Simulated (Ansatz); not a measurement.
C2H5GeI, SMILES I[CH]1[CH2][GeH2]1, a ladder of methods at one geometry

Program: the Ansatz DFT code, driven from Python.

Interactive session:
```pycon
>>> from pathlib import Path
>>> import ansatz as az
>>> import numpy as np
>>> GEOMETRY = """
... I    -2.60360    0.24930    0.15400
... C    -0.64180    0.50330   -0.54360
... C     0.32400    0.67270    0.50400
... Ge    0.48320   -1.13360   -0.26310
... H    -0.40020    1.02030   -1.51180
... H     1.22520    1.31830    0.23470
... H    -0.02150    0.70680    1.55460
... H     1.79320   -1.26930   -1.02190
... H    -0.07010   -2.11400    0.87610
... """
>>> geometry = az.Crystal.molecule()
>>> for line in GEOMETRY.strip().splitlines():
...     symbol, *xyz = line.split()
...     geometry = geometry.atom(symbol, [float(v) for v in xyz])
...
>>> job = geometry.calculation().basis(gaussian="def2-SVP")
>>> print("functional    E (Ha)        dipole (D)   HOMO (eV)  LUMO (eV)")
functional    E (Ha)        dipole (D)   HOMO (eV)  LUMO (eV)
>>> for name in ["cam_b3lyp", "blyp", "revpbe", "r2scan", "hse06"]:
...     data = job.functional(name).forces().orbitals().run(threads=1, pin="off", runs_dir="runs").report
...     lines = Path(data["orbitals_path"]).read_text().splitlines()
...     field_of = lambda key: [line.split("=")[1].strip() for line in lines if line.startswith(key)]
...     orbitals = [(27.211386 * float(e), s, float(n)) for e, s, n in zip(field_of("Ene="), field_of("Spin="), field_of("Occup="))]
...     homo = max(e for e, _, n in orbitals if n > 0.5)
...     lumo = min(e for e, _, n in orbitals if n < 0.5)
...     dipole = 4.803205 * np.linalg.norm(data["charge_distribution"]["dipole_moment_e_ang"])
...     print(f"{name:10s} {data['free_energy_ev'] / 27.211386246:14.6f} {dipole:9.3f} {homo:11.3f} {lumo:10.3f}")
...
cam_b3lyp    -2453.592465     1.424      -7.157      0.222
blyp         -2453.470373     1.224      -4.819     -1.645
revpbe       -2453.387337     1.316      -4.973     -1.722
r2scan       -2453.589396     1.465      -5.262     -1.679
hse06        -2453.178162     1.460      -5.627     -1.300
```

Reading the output:
- The settings weren't tested for convergence.
- The geometry is a force-field or estimated start, not a minimum of this method, and the basis set is short of its limit. A lower total doesn't mark the better method: functionals have no common bound, and MP2 and coupled cluster aren't variational.
- def2 sets replace the cores of elements past krypton by effective core potentials.
- Levels such as HOMO and LUMO are orbital energies: with these approximate functionals they aren't the ionisation energy and electron affinity, and their gap isn't the fundamental gap.
- hse06 follows the composition of plane-wave codes, whose totals differ by tens of mHa, up to about 0.1 Ha, from the form usual in Gaussian-basis programs (wpbeh).
- It ran for 34 s on 1 thread of Arm Neoverse V2, on a shared host, peak memory 0.38 GiB.
